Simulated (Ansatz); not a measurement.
WAu:

```
W Au
1.0
     0.00000    2.90921    2.90921
     2.90921    0.00000    2.90921
     2.90921    2.90921    0.00000
W Au
1 1
Direct
  0.00000 0.00000 0.00000
  0.75000 0.75000 0.75000
```

The cell was built by a generator and needn't be a form met in nature.

Base run:

| Property | Result |
| --- | --- |
| Program | Ansatz 0.2.0 |
| Functional | LDA |
| Potentials or basis | Ansatz PAW |
| Cutoff | 420 eV (not typed: the program's choice for these potentials) |
| k mesh | 8 × 8 × 8 |
| Occupations | fermi-dirac, width 0.05 eV |
| Spin | no spin polarisation |
| Hubbard terms | Au d U = 4 eV, W d U = 4 eV |

Its results: band gap on the k mesh none (metal or under the smearing width); pressure -1.4 GPa.

**Question.** The run is repeated on the same cell with these changes: hubbard terms from Au d U = 4 eV, W d U = 4 eV to Au d U = 8 eV, W d U = 8 eV. What comes out?

**Answer.** Band gap on the k mesh none (metal or under the smearing width); pressure 22.2 GPa.

Caveats: U without spin polarisation on a metal has little footing; the PAW data sets come from PBE, with cores solved anew for the run's functional, which leaves a small shift of forces and pressure; the U is typed as a test and isn't derived for this compound.
